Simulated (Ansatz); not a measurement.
# NiTe2: a single-point run

Aim: a sound single-point run of NiTe2. The structure is shown as the input types it. The cell is built on a prototype (CdCl2 type) and needn't be the phase found in nature.

Method: density functional or hybrid calculation with the settings of its input, plane waves (as first typed), in Ansatz 0.2.0.

3 further runs of the same task are left out: 3 that didn't finish.

**1. The structure to begin with**

The structure is trigonal, space group R-3m (No. 166). Conventional cell: a = 3.762 Å, b = 3.762 Å, c = 17.390 Å, α = 90.00°, β = 90.00°, γ = 120.00°. Ni (site symmetry -3m) is surrounded by 6 Te at 2.56 Å. Te (site symmetry 3m) is surrounded by 3 Ni at 2.56 Å.

Coordinates:

```
Ni Te
1.0
     1.88121    1.08612    5.79651
    -1.88121    1.08612    5.79651
     0.00000   -2.17223    5.79651
Ni Te
1 2
Direct
  0.00000 0.00000 0.00000
  0.25564 0.25564 0.25564
  0.74436 0.74436 0.74436
```

**2. The calculation**

File input.yaml:

```yaml
crystal:
  lattice:
    - [1.8812090434, 1.0861165476, 5.7965095931]
    - [-1.8812090434, 1.0861165476, 5.7965095931]
    - [0.0, -2.1722330952, 5.7965095931]
  atoms:
    - { symbol: Ni, position: [0.0, 0.0, 0.0] }
    - { symbol: Te, position: [0.2556360969, 0.2556360969, 0.2556360969] }
    - { symbol: Te, position: [0.7443639031, 0.7443639031, 0.7443639031] }
kpoints:
  mp_grid: { grid: [6, 6, 6] }
hamiltonian:
  xc: r2scan
scf:
  occupations: { method: gaussian, width: 1.5 }
  n_extra_bands: 4
output:
  forces: true
  stress: true
  eigenvalues: true
```

Command:

```bash
$ ansatz run input.yaml --threads 4 --pin off --max-ram 3686MiB --backend cpu --events-out ev --progress --plain --runs-dir out
```

**Question.** How will this run end, and is anything wrong with its input?

This run ends as converged. That alone doesn't make the input a sound one.

The suspect setting: scf.occupations.method is gaussian; scf.occupations.width is 1.5. The width is far wider than usual, so occupations near the Fermi level are blurred and the entropy term grows.

To check: set scf.occupations.method to fermi_dirac and scf.occupations.width to 0.02.
